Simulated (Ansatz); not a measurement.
**GaBN (doublet): wave-function methods side by side at a displaced geometry (v2), cc-pVDZ**

The task here is to estimate one member of a computed series from the others.

Program: Ansatz 0.2.0, Gaussian basis. Level of theory: cc-pVDZ, core rule «outside noble gas», up to 16 orbitals frozen. These are calculated values, not measurements.

Plan: UHF; CCSD(T) on ROHF; CCSD(T) on UHF; BCCD(T) on ROHF; CISD; CCSDT(Q) on ROHF; CCSDT(Q) on UHF.

28 further runs of the same task are left out: 6 for a known fault of the program, 8 that didn't finish, 14 set aside as unsound or not needed.

## The geometry

The geometry is a PBE0/def2-TZVP stationary point (not a proven minimum) with its atoms shifted at random (size 0.100 Å). No spin-orbit coupling is included. The filled d shell of Ga may be among the frozen orbitals whatever the setting's name suggests; the logs give the count.

3 atoms, charge 0, spin multiplicity 2.

Atoms are counted from 1 here; the program's logs count them from 0.

Bond lengths: B1–N2 1.284 Å, N2–Ga3 1.871 Å. Angles: B1–N2–Ga3 170.2°.

Set-up of the first run:

File in.yaml:

```yaml
crystal:
  periodic: [false, false, false]
  atoms:
    - {symbol: B, position_ang: [0.084376, 0.005225, -1.472202]}
    - {symbol: N, position_ang: [-0.080498, 0.013599, -0.198609]}
    - {symbol: Ga, position_ang: [-0.003878, -0.018825, 1.670811]}
basis:
  gaussian: {orbitals: cc-pVDZ}
magnetization: {spin_polarized: true, initial_magnetization: 1}
hamiltonian: {xc: hf}
output: {orbitals: {seedname: orbitals}}
```

Launch:

```sh
ansatz run in.yaml --threads 1 --pin off --events-out ev --progress --plain --max-ram 2393MiB
```

Among the steps run: UHF; CCSD(T) on ROHF; CCSD(T) on UHF; BCCD(T) on ROHF; CISD; CCSDT(Q) on ROHF; CCSDT(Q) on UHF.

One table of the session follows, with a row left open; its other results are not shown here.

It belongs to the step «Misses and costs». 

```
   method  from UCCSDT(Q) (kJ/mol)
     ROHF                        ?
      UHF                   +761.4
     RMP2                    +84.8
     UMP2                    +89.5
    RCCSD                    +40.6
    UCCSD                    +40.5
 RCCSD(T)                     +6.1
 UCCSD(T)                     +6.9
  BCCD(T)                     +6.1
   RCCSDT                     +3.7
   UCCSDT                     +3.7
RCCSDT(Q)                     +0.7
UCCSDT(Q)                        0
```

**Question.** Estimate the row for ROHF.

The run gave: from UCCSDT(Q) (kJ/mol): +773.2. In the column «from UCCSDT(Q) (kJ/mol)» it is the highest.

Not comparable, so not listed: CISD (they don't share determinant, frozen orbitals or solution with the rows shown, or repeat one).

To keep in mind: Restricted and unrestricted rows rest on different reference determinants; where their highest levels disagree by more than a few hundredths of an eV, they describe different states and don't form one ladder.
